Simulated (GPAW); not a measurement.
The system is Ta4NiO11.

```
Ta Ni O
1.0
     1.95495  -14.82973    0.00000
     1.95495   14.82973    0.00000
     0.00000    0.00000    3.88590
Ta Ni O
4 1 11
Direct
  0.20437 0.79563 0.00000
  0.92451 0.07549 0.00000
  0.07549 0.92451 0.00000
  0.79563 0.20437 0.00000
  0.50000 0.50000 0.00000
  0.13987 0.86013 0.00000
  0.72107 0.27893 0.00000
  0.43645 0.56355 0.00000
  0.56355 0.43645 0.00000
  0.00000 0.00000 0.00000
  0.86013 0.13987 0.00000
  0.27893 0.72107 0.00000
  0.92790 0.07210 0.50000
  0.07210 0.92790 0.50000
  0.79436 0.20564 0.50000
  0.20564 0.79436 0.50000
```

The cell was built by a generator and needn't be a form met in nature.

Base run:

| Item | Value |
| --- | --- |
| Program | GPAW 26.7.0 |
| Functional | PBE |
| Potentials or basis | GPAW PAW data sets (gpaw-data 1.2.1) |
| Cutoff | 800 eV |
| Basis | pw |
| k mesh | 7 × 7 × 7 |
| Occupations | fermi-dirac, width 0.05 eV |
| Spin | collinear spin, ferromagnetic start |
| Starting moments | [0.0, 0.0, 0.0, 0.0, 1.0, 0.0, 0.0, 0.0, 0.0, 0.0, 0.0, 0.0, 0.0, 0.0, 0.0, 0.0] μB |

Its results: pressure 1.3 GPa; net moment 0.85 μB per cell; site moments Ta -0.00; Ni +0.72; O -0.00, +0.01, +0.07, +0.00 μB; largest force 0.230 eV/Å.

The run is repeated on the same cell with these changes: k mesh from 7 × 7 × 7 to 5 × 5 × 5. What comes out?

Pressure 1.1 GPa; net moment 0.40 μB per cell; site moments Ta -0.00; Ni +0.33; O -0.00, +0.05, +0.00 μB; largest force 0.123 eV/Å.

Caveats: the stock nickel data set gives pressures a few GPa off other programs; a cell with one magnetic atom can't hold antiferromagnetic order, which such compounds often take.

Not every run made on this cell is shown here.
